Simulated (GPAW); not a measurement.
Crystal: In3Pt5.

```
CELL_PARAMETERS angstrom
4.11627 0.00000 0.00000
-2.05813 3.56479 0.00000
0.00000 0.00000 11.09572
ATOMIC_POSITIONS crystal
Pt 0.00000 0.00000 0.00000
Pt 0.33333 0.66667 0.87916
Pt 0.33333 0.66667 0.37322
Pt 0.33333 0.66667 0.62678
Pt 0.33333 0.66667 0.12084
In 0.66667 0.33333 0.76521
In 0.66667 0.33333 0.23479
In 0.00000 0.00000 0.50000
```

The cell comes from a database or a generator and needn't be the stable form of this composition.

Base run:

- Program: GPAW 26.7.0
- Functional: LDA
- Potentials or basis: the program's PAW data sets (release 1.2.1) made for this functional
- Cutoff: 600 eV
- Basis: pw
- k mesh: 5 × 5 × 2
- Occupations: fermi-dirac, width 0.05 eV
- Spin: no spin polarisation

Its results: pressure -10.2 GPa; largest force 0.282 eV/Å.

The run is repeated on the same cell with these changes: functional from LDA to PBEsol; potentials or basis from the program's PAW data sets (release 1.2.1) made for this functional to PAW data sets generated in the run's folder for this functional. What comes out?

Pressure -6.6 GPa; largest force 0.254 eV/Å.
